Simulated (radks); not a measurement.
# Pb⁴⁺ in [Kr] 4d10 4f14 5s2 5p4 5d10 5f2: an all-electron calculation

Wanted: eigenvalues, radial structure and energy terms of the lead ion Pb4+.

Method: scalar-relativistic Kohn-Sham, r2SCAN, spin-polarised, spherical densities, finite nucleus; open shells are filled with parallel spins first. Code: radks (a radial shooting solver on a logarithmic mesh, Libxc functionals) version 1.

## Step 1: The atom as given

| Item | Value |
| --- | --- |
| element | lead (Z = 82) |
| charge | +4 |
| electrons | 78 |
| configuration | [Kr] 4d10 4f14 5s2 5p4 5d10 5f2 |
| nuclear rms radius | 5.5012 fm |

Outer shells as boxes (Hund's rule):

Pb⁴⁺
```
[Kr] core
4d [↑↓][↑↓][↑↓][↑↓][↑↓]
4f [↑↓][↑↓][↑↓][↑↓][↑↓][↑↓][↑↓]
5s [↑↓]
5p [↑↓][↑ ][↑ ]
5d [↑↓][↑↓][↑↓][↑↓][↑↓]
5f [↑ ][↑ ][  ][  ][  ][  ][  ]
```

## Step 2: The run

Input:

```text
Z 82
configuration [Kr] 4d10 4f14 5s2 5p4 5d10 5f2 6s0 6p0
relativity scalar-relativistic
functional r2scan,r2scan
spin polarised
nucleus finite rms 5.5012 fm
c 137.035999084
```

Run with:

```console
> python run_ks.py task.json out
```

This one command runs every case of the session in turn.

What does the calculation give?

As calculated:

```
                        quantity                   value
                    total energy     -20866.5173 hartree
exchange-correlation share of it                  1.84 %
                            −T/E                  1.1296
          highest occupied level       5f up, -22.970 eV
    most extended occupied level  5f up, <r> = 2.45 bohr
 radius at density 0.001 e/bohr³               4.03 bohr
    maxima of the radial density                       4
```

The radial density shows 4 maxima for 5 occupied principal shells; where shells overlap, one shows as a shoulder or not at all. −T/E is 1.130: with relativity the kinetic term as defined here no longer equals −E. This is not the tabulated ground configuration, so its levels and sizes aren't those of the ground state, and no measured value stands beside it.
